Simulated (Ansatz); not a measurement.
## BClFHSe, SMILES FB(Cl)[SeH]: a rigid scan of one bond length, step by step

Computed with the Ansatz DFT code, driven from Python.

Notebook, run cell by cell (the value of a cell's last expression is shown):

In [1]:
```python
import ansatz as az
import matplotlib.pyplot as plt
import numpy as np
```

In [2]:
```python
GEOMETRY = """
F     1.13130   -1.41470   -0.46990
B     0.27420   -0.43180    0.26080
Cl   -0.78630   -1.01030    1.65920
Se    0.33970    1.52510   -0.26080
H    -0.90900    1.25800   -1.23070
"""

system = az.Crystal.molecule()
for line in GEOMETRY.strip().splitlines():
    symbol, *xyz = line.split()
    system = system.atom(symbol, [float(v) for v in xyz])
```

In [3]:
```python
symbols = [site.symbol for site in system.cartesian_sites]
start = np.array([site.position_ang for site in system.cartesian_sites])
axis = (start[2] - start[1]) / np.linalg.norm(start[2] - start[1])
moving = [2]
lengths, energies = [1.626, 1.7, 1.774, 1.848, 1.922, 1.996, 2.07, 2.181], []
for length in lengths:
    xyz = start.copy()
    xyz[moving] += (length - np.linalg.norm(start[2] - start[1])) * axis
    point = az.Crystal.molecule()
    for symbol, place in zip(symbols, xyz):
        point = point.atom(symbol, place.tolist())
    model = (
        point.calculation()
        .basis(gaussian="def2-SVP")
        .functional("CAM-B3LYP")
        .accuracy("medium")
    )
    report = model.run(threads=1).report
    energies.append(report["free_energy_ev"])
    print(f"r = {length:6.3f} A  E = {energies[-1]:.5f} eV  <S^2> = {abs(report['mean_field']['state']['spin_squared']):.3f}")

# quartic fit about the minimum
fit = np.polynomial.Polynomial.fit(lengths, np.array(energies) - min(energies), 4).convert()
roots = [r.real for r in fit.deriv().roots() if abs(r.imag) < 1e-9 and fit.deriv(2)(r.real) > 0]
r_e = min(roots, key=lambda r: abs(r - lengths[int(np.argmin(energies))]))
print(f"minimum of the fit at {r_e:.4f} A, force constant {fit.deriv(2)(r_e):.2f} eV/A^2")
plt.figure(figsize=(4.5, 3))
plt.plot(lengths, np.array(energies) - min(energies), "o-")
plt.xlabel("bond length (A)")
plt.ylabel("E - E(min) (eV)")
plt.tight_layout()
plt.savefig("scan.png", dpi=100)
```
```text
r =  1.626 A  E = -81271.84670 eV  <S^2> = 0.000
r =  1.700 A  E = -81271.98235 eV  <S^2> = 0.000
r =  1.774 A  E = -81271.95565 eV  <S^2> = 0.000
r =  1.848 A  E = -81271.81731 eV  <S^2> = 0.000
r =  1.922 A  E = -81271.60394 eV  <S^2> = 0.000
r =  1.996 A  E = -81271.34179 eV  <S^2> = 0.000
r =  2.070 A  E = -81271.04977 eV  <S^2> = 0.000
r =  2.181 A  E = -81270.58419 eV  <S^2> = 0.000
minimum of the fit at 1.7227 A, force constant 26.22 eV/A^2
```

Notes:
- These settings explore the input space; basis and method may be short of convergence.
- The rest of the molecule is held rigid at a force-field or estimated start geometry, and the basis set is modest; single-reference methods fail as a bond breaks.
- The orbitals are restricted, so S² is zero by construction.
- Finished in 24 s on 1 thread of Arm Neoverse V1 (shared host), peak memory 0.29 GiB.

(Lines on the test bed's own set-up are left out of the output.)
